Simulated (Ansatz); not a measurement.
**C2H9GaOS: one species, many methods**

An exercise on one series of results from a longer session: the logs are not shown, and one member is left open.

The runs use Ansatz 0.2.0, Gaussian basis; functionals in def2-TZVPP, the program's frozen cores in correlated methods.

Plan: LDA (SPW92), PBE-D4, revPBE-D4, BLYP-D4, r2SCAN-D4, B97M-V, PBE0-D4, B3LYP-D4, r2SCANh-D4, r2SCAN0-D4, HSE06-D4, BHLYP-D4, CAM-B3LYP-D4, LC-ωPBE, ωB97X-V, ωB97M-V, B2PLYP, PBE-QIDH; CCSD(T)/def2-SVP; MP2/def2-TZVPP; MP2/def2-QZVPP; RPA on PBE.

### The geometry

All runs share one geometry, relaxed beforehand with PBE0-D4 in a triple-zeta def2 set.

14 atoms, charge 0, spin multiplicity 1.

Atoms are counted from 1 here; the program's logs count them from 0.

Bond lengths: C1–Ga2 1.972 Å, C1–H6 1.093 Å, C1–H7 1.093 Å, C1–H8 1.092 Å, Ga2–C3 1.965 Å, Ga2–O4 2.217 Å, Ga2–S5 2.283 Å, C3–H9 1.092 Å, C3–H10 1.092 Å, C3–H11 1.093 Å, O4–H12 0.963 Å, O4–H13 0.974 Å, S5–H14 1.343 Å. Angles: Ga2–C1–H6 111.4°, Ga2–C1–H7 110.0°, Ga2–C1–H8 111.7°, H6–C1–H7 107.4°, H6–C1–H8 108.7°, H7–C1–H8 107.4°, C1–Ga2–C3 127.9°, C1–Ga2–O4 98.9°, C1–Ga2–S5 112.5°, C3–Ga2–O4 101.4°, C3–Ga2–S5 115.9°, O4–Ga2–S5 87.6°, Ga2–C3–H9 110.8°, Ga2–C3–H10 111.1°, Ga2–C3–H11 110.4°, H9–C3–H10 108.4°, H9–C3–H11 108.0°, H10–C3–H11 108.0° and more.

The first run:

Contents of in.yaml:

```yaml
crystal:
  periodic: [false, false, false]
  atoms:
    - {symbol: C, position_ang: [-1.952683, 0.399366, 0.180164]}
    - {symbol: Ga, position_ang: [-0.013079, 0.272953, -0.153224]}
    - {symbol: C, position_ang: [1.451818, 0.895744, 0.999349]}
    - {symbol: O, position_ang: [0.216469, -1.927173, -0.001661]}
    - {symbol: S, position_ang: [0.480516, 0.075748, -2.373130]}
    - {symbol: H, position_ang: [-2.211053, 0.034423, 1.177649]}
    - {symbol: H, position_ang: [-2.275883, 1.441545, 0.120373]}
    - {symbol: H, position_ang: [-2.527535, -0.163690, -0.558584]}
    - {symbol: H, position_ang: [2.382708, 0.380575, 0.755173]}
    - {symbol: H, position_ang: [1.226134, 0.719191, 2.053160]}
    - {symbol: H, position_ang: [1.612998, 1.967807, 0.863225]}
    - {symbol: H, position_ang: [-0.620514, -2.381579, 0.141645]}
    - {symbol: H, position_ang: [0.415463, -2.006238, -0.951579]}
    - {symbol: H, position_ang: [1.801739, 0.262131, -2.223763]}
basis:
  gaussian: {orbitals: def2-TZVPP}
hamiltonian: {xc: lda}
output: {orbitals: {seedname: orbitals}}
```

Command:

```sh
> ansatz run in.yaml --threads 4 --pin off --events-out ev --progress --plain --max-ram 11315MiB
```

Steps of the session up to this table: LDA; PBE-D4 (GGA); revPBE-D4 (GGA); BLYP-D4 (GGA); r2SCAN-D4 (meta-GGA); B97M-V (meta-GGA); B3LYP-D4 (hybrid); r2SCANh-D4 (hybrid); r2SCAN0-D4 (hybrid); HSE06-D4 (hybrid); BHLYP-D4 (hybrid); CAM-B3LYP-D4 (range-separated); LC-ωPBE (range-separated); ωB97X-V (range-separated); ωB97M-V (range-separated); B2PLYP (double hybrid); PBE-QIDH (double hybrid).

One table of the session follows, with a row left open; its other results are not shown here.

It belongs to the step «Frontier levels by functional». 

| functional | HOMO (eV) | gap (eV) |
| --- | --- | --- |
| LDA (SPW92) | -5.97 | 5.01 |
| PBE-D4 | -5.82 | 5.02 |
| revPBE-D4 | -5.76 | 5.04 |
| BLYP-D4 | -5.65 | 4.81 |
| r2SCAN-D4 | -6.09 | 5.90 |
| B97M-V | -6.15 | 5.55 |
| PBE0-D4 | -7.02 | 7.06 |
| B3LYP-D4 | -6.77 | 6.44 |
| r2SCANh-D4 | -6.53 | 6.60 |
| r2SCAN0-D4 | -7.20 | 7.65 |
| HSE06-D4 | -6.62 | 6.29 |
| BHLYP-D4 | -8.07 | 8.73 |
| CAM-B3LYP-D4 | -8.33 | 9.13 |
| LC-ωPBE | -9.74 | 11.89 |
| ωB97X-V | -9.38 | 11.29 |
| ωB97M-V | ? | ? |

**Question.** Estimate the row for ωB97M-V.

The run gave: HOMO (eV): -9.22; gap (eV): 10.71. In the column «HOMO (eV)» it lies between ωB97X-V (-9.38) and CAM-B3LYP-D4 (-8.33).
